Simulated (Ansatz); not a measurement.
I need densities of the highest filled and lowest empty bands of Ba2NF, space group R-3m. Use Ansatz 0.2.0 through its Python package. Use: PBEsol, PAW, the default cutoff (420 eV here), 6×6×6 k-points, fixed occupations.

```cif
data_structure
_symmetry_space_group_name_H-M 'P 1'
_symmetry_Int_Tables_number 1
_cell_length_a 7.0674
_cell_length_b 7.0674
_cell_length_c 7.0674
_cell_angle_alpha 33.060
_cell_angle_beta 33.060
_cell_angle_gamma 33.060
_cell_volume 93.50
loop_
_atom_site_label
_atom_site_type_symbol
_atom_site_fract_x
_atom_site_fract_y
_atom_site_fract_z
_atom_site_occupancy
Ba1 Ba 0.75764 0.75764 0.75764 1
Ba2 Ba 0.24236 0.24236 0.24236 1
N1 N 0.50000 0.50000 0.50000 1
F1 F 0.00000 0.00000 0.00000 1
```

The script, `run_partial.py`:
```python
import itertools
import sys

import ansatz as az
import numpy as np


def main() -> None:
    cell = (
        az.Lattice.from_parameters(4.02164485, 4.02164485, 20.02530942, alpha=90, beta=90, gamma=120)
        .space_group(166)
        .atom("Ba", (0.0, 0.0, 0.75764002))
        .atom("N", (2 / 3, 1 / 3, 5 / 6))
        .atom("F", (0.0, 0.0, 0.0))
        .primitive()
    )

    calculation = (
        cell.calculation()
        .functional("pbesol")
        .kpoints(6)
        .occupations("fixed")
        .band_densities([("v1", "v1"), ("c1", "c1")])
    )
    try:
        outcome = calculation.run(threads=1)
    except az.NonConvergedError as error:
        sys.exit(f"no convergence: {error}")
    except az.RefusalError as error:
        sys.exit(f"input refused: {error}")
    report = outcome.report
    cell = np.asarray(outcome.lattice.cell_ang)
    for names, window in zip([("v1", "v1"), ("c1", "c1")], outcome.band_densities().windows):
        density = window.outcome.density
        rho = density.channels[0].density_e_per_ang3
        axes = density.fft_grid_basis @ cell
        points = np.stack(np.meshgrid(*(np.arange(n) / n for n in rho.shape), indexing="ij"), axis=-1)
        print("bands", names, "electrons", np.round(window.outcome.n_electrons, 3), "peak", round(float(rho.max()), 3), "e/A^3")
        for index, site in enumerate(outcome.lattice.sites):
            offset = points - np.asarray(site.position_ang) @ np.linalg.inv(axes)
            offset -= np.round(offset)
            distance = np.min([np.linalg.norm((offset + image) @ axes, axis=-1) for image in itertools.product((-1, 0, 1), repeat=3)], axis=0)
            print(f"   {index} {site.symbol:2s} {100 * rho[distance < 0.8].sum() / rho.sum():5.1f} % within 0.8 A")


if __name__ == "__main__":
    main()
```

Output of `python run_partial.py`:
```text
DeckWarning: basis.ecutwfc = 420 eV, auto-derived from the records' recommended cutoffs: set by Ba (normal level)
bands ('v1', 'v1') electrons [2.] peak 1.104 e/A^3
   0 Ba   1.8 % within 0.8 A
   1 Ba   1.8 % within 0.8 A
   2 N   39.6 % within 0.8 A
   3 F    0.6 % within 0.8 A
bands ('c1', 'c1') electrons [2.] peak 0.134 e/A^3
   0 Ba   2.3 % within 0.8 A
   1 Ba   2.3 % within 0.8 A
   2 N    1.9 % within 0.8 A
   3 F    2.3 % within 0.8 A
```
(Warnings from the package without file and line.)

This cell is a computed structure, which may not be the phase found in nature. The windows are summed over all k-points with every state counted as full, the empty ones too; where a window cuts a degenerate level its bands share the weight. Values near the nuclei depend on the potentials. Spheres that overlap count density twice, so shares are no populations. Wall time of the script: 3.6 s on 1 thread of AMD EPYC 7R43 64-Core Processor (Zen 3), with other jobs on the host, peak memory 0.44 GiB.

(Lines on the test bed's own set-up are left out of the output.)
